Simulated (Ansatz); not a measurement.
**CH7FN2Si: one species, many methods**

How much do the methods differ for CH7FN2Si? The plan is to run it at one geometry with functionals of several rungs and with coupled cluster, and see how far each lands from CCSD(T) at the basis-set limit for the atomisation energy.

The runs use Ansatz 0.2.0, Gaussian basis; functionals in def2-TZVPP, the program's frozen cores in correlated methods.

Plan: LDA (SPW92), PBE-D4, revPBE-D4, BLYP-D4, r2SCAN-D4, B97M-V, PBE0-D4, B3LYP-D4, r2SCANh-D4, r2SCAN0-D4, HSE06-D4, BHLYP-D4, CAM-B3LYP-D4, LC-ωPBE, ωB97X-V, ωB97M-V, B2PLYP, PBE-QIDH; CCSD(T)/def2-SVP; CCSD(T)/def2-TZVPP; MP2/def2-QZVPP; extrapolation to the limit; RPA on PBE.

### 1 The relaxed structure

The geometry comes from an earlier relaxation with PBE0-D4 in a triple-zeta def2 set; it is a stationary point, not always the lowest conformer.

SMILES `NC[SiH](N)F`, 12 atoms, charge 0, spin multiplicity 1.

Atoms are counted from 1 here; the program's logs count them from 0.

Bond lengths: N1–C2 1.465 Å, N1–H6 1.012 Å, N1–H7 1.012 Å, C2–Si3 1.869 Å, C2–H8 1.095 Å, C2–H9 1.100 Å, Si3–N4 1.694 Å, Si3–F5 1.613 Å, Si3–H10 1.482 Å, N4–H11 1.008 Å, N4–H12 1.005 Å. Angles: C2–N1–H6 110.4°, C2–N1–H7 111.1°, H6–N1–H7 106.8°, N1–C2–Si3 108.5°, N1–C2–H8 108.7°, N1–C2–H9 114.7°, Si3–C2–H8 106.9°, Si3–C2–H9 111.1°, H8–C2–H9 106.6°, C2–Si3–N4 107.2°, C2–Si3–F5 106.3°, C2–Si3–H10 114.8°, N4–Si3–F5 113.7°, N4–Si3–H10 110.0°, F5–Si3–H10 105.0°, Si3–N4–H11 118.1°, Si3–N4–H12 123.7°, H11–N4–H12 112.9°.

### 2 LDA

This LDA is Slater exchange with PW92 correlation.

File in.yaml:

```yaml
crystal:
  periodic: [false, false, false]
  atoms:
    - {symbol: N, position_ang: [-0.859254, 0.847317, 1.120084]}
    - {symbol: C, position_ang: [-0.595386, 0.869808, -0.320700]}
    - {symbol: Si, position_ang: [0.795436, -0.323635, -0.688273]}
    - {symbol: N, position_ang: [0.367405, -1.815695, -0.010320]}
    - {symbol: F, position_ang: [2.126447, 0.322421, -0.045340]}
    - {symbol: H, position_ang: [-0.074501, 1.235205, 1.628829]}
    - {symbol: H, position_ang: [-1.666741, 1.411922, 1.351750]}
    - {symbol: H, position_ang: [-1.481478, 0.497030, -0.845084]}
    - {symbol: H, position_ang: [-0.380879, 1.866780, -0.734176]}
    - {symbol: H, position_ang: [1.107459, -0.490976, -2.127511]}
    - {symbol: H, position_ang: [-0.153006, -1.813416, 0.853344]}
    - {symbol: H, position_ang: [0.891600, -2.662058, -0.148503]}
basis:
  gaussian: {orbitals: def2-TZVPP}
hamiltonian: {xc: lda}
output: {orbitals: {seedname: orbitals}}
```

Further steps of the session: PBE-D4 (GGA); revPBE-D4 (GGA); BLYP-D4 (GGA); r2SCAN-D4 (meta-GGA); B97M-V (meta-GGA); PBE0-D4 (hybrid); B3LYP-D4 (hybrid); r2SCANh-D4 (hybrid); r2SCAN0-D4 (hybrid); HSE06-D4 (hybrid); BHLYP-D4 (hybrid); CAM-B3LYP-D4 (range-separated); LC-ωPBE (range-separated); ωB97X-V (range-separated); ωB97M-V (range-separated); B2PLYP (double hybrid); PBE-QIDH (double hybrid); CCSD(T) in def2-SVP; CCSD(T) in def2-TZVPP; MP2 in def2-QZVPP; RPA on PBE orbitals.

Before running them: what should the planned runs give, taken together? Wanted: atomisation energy, CCSD(T)/CBS; farthest beyond LDA; mean size of error, GGA; mean size of error, meta-GGA; mean size of error, hybrid; mean size of error, range-separated; mean size of error, double hybrid; gap, smallest and largest; T1 diagnostic.

**Answer**, as computed:

```
                               quantity                                        value
        atomisation energy, CCSD(T)/CBS                                    45.629 eV
    functionals within 0.228 eV (0.5 %)  BLYP-D4, B97M-V, B3LYP-D4, ωB97X-V, ωB97M-V
                    farthest beyond LDA                         BHLYP-D4 (-1.375 eV)
                mean size of error, GGA                                     0.387 eV
           mean size of error, meta-GGA                                     0.231 eV
             mean size of error, hybrid                                     0.585 eV
    mean size of error, range-separated                                     0.208 eV
      mean size of error, double hybrid                                     0.606 eV
              gap, smallest and largest        5.30 eV (BLYP-D4), 12.67 eV (LC-ωPBE)
                          T1 diagnostic                                       0.0103
triples share of the correlation energy                                        3.4 %
```

**Reading.** LDA overbinds by 6.393 eV (14 %). PBE-D4 is off by +0.619 eV. Double hybrids carry the basis error of their MP2 part in triple zeta, and no dispersion term here, so their miss is partly the set-up's. By mean error the best rung here is range-separated (0.208 eV) and the worst beyond LDA is double hybrid (0.606 eV). The gap between the best rungs is small, so their order is not settled. The reference freezes the cores and leaves out relativity and excitations past (T), so misses under about 0.228 eV can't be ranked. Hartree-Fock recovers 70 % of the binding; the rest is correlation. CCSD(T) in def2-SVP is off by -3.492 eV, so the small basis spoils what the method gains. Orbital gaps span 5.3 to 12.7 eV; exact exchange widens them.
